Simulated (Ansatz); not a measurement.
# Si: the cost of one run

Method: DFT LDA, plane waves, PAW, scalar-relativistic, no spin polarisation, in Ansatz 0.2.0.

1 further run of the same task is left out (it didn't finish).

## (1) The starting structure

The cell holds 17 atoms (Si17): a = 7.679 Å, b = 7.679 Å, c = 7.679 Å, α = 60.00°, β = 60.00°, γ = 60.00°.

As a file:

```xyz
17
Lattice="0.0000 5.4300 5.4300 5.4300 0.0000 5.4300 5.4300 5.4300 0.0000" Properties=species:S:1:pos:R:3 pbc="T T T"
Si    0.0000    0.0000    0.0000
Si    1.3575    1.3575    1.3575
Si    2.7150    2.7150    0.0000
Si    4.0725    4.0725    1.3575
Si    2.7150    0.0000    2.7150
Si    4.0725    1.3575    4.0725
Si    5.4300    2.7150    2.7150
Si    6.7875    4.0725    4.0725
Si    0.0000    2.7150    2.7150
Si    1.3575    4.0725    4.0725
Si    2.7150    5.4300    2.7150
Si    4.0725    6.7875    4.0725
Si    2.7150    2.7150    5.4300
Si    4.0725    4.0725    6.7875
Si    5.4300    5.4300    5.4300
Si    6.7875    6.7875    6.7875
Si    9.4647    9.5088    9.5286
```

## (2) Relaxing end A

File input.yaml:

```yaml
crystal:
  lattice:
    - [0.0, 5.43, 5.43]
    - [5.43, 0.0, 5.43]
    - [5.43, 5.43, 0.0]
  atoms:
    - { symbol: Si, position: [0.0, 0.0, 0.0] }
    - { symbol: Si, position: [0.125, 0.125, 0.125] }
    - { symbol: Si, position: [0.0, 0.0, 0.5] }
    - { symbol: Si, position: [0.125, 0.125, 0.625] }
    - { symbol: Si, position: [0.0, 0.5, 0.0] }
    - { symbol: Si, position: [0.125, 0.625, 0.125] }
    - { symbol: Si, position: [0.0, 0.5, 0.5] }
    - { symbol: Si, position: [0.125, 0.625, 0.625] }
    - { symbol: Si, position: [0.5, 0.0, 0.0] }
    - { symbol: Si, position: [0.625, 0.125, 0.125] }
    - { symbol: Si, position: [0.5, 0.0, 0.5] }
    - { symbol: Si, position: [0.625, 0.125, 0.625] }
    - { symbol: Si, position: [0.5, 0.5, 0.0] }
    - { symbol: Si, position: [0.625, 0.625, 0.125] }
    - { symbol: Si, position: [0.5, 0.5, 0.5] }
    - { symbol: Si, position: [0.625, 0.625, 0.625] }
    - { symbol: Si, position: [0.8814615, 0.8733418, 0.8697038] }
basis:
  ecutwfc: 420.0
kpoints:
  mp_grid: { grid: [2, 2, 2] }
hamiltonian:
  xc: lda
  pseudopotentials: { kind: paw, azcp: { folder: soft_1 } }
scf:
  occupations: { method: gaussian, width: 0.05 }
  lower_state_search: "off"
relax:
  f_tol: 0.03
  max_steps: 60
  adjacent_minimum: "off"
output:
  write_density: true
  write_potential: true
  elf: true
  volumetric_format: npy
```

Run with:

```console
ansatz run input.yaml --threads 1 --pin off --max-ram 3072MiB --backend cpu --events-out ev --progress --plain --runs-dir out
```

**Question.** How long does this run take on 1 thread of Arm Neoverse V1, shared host, and how much memory does it need?

About 23 s, with a peak of 0.46 GiB.
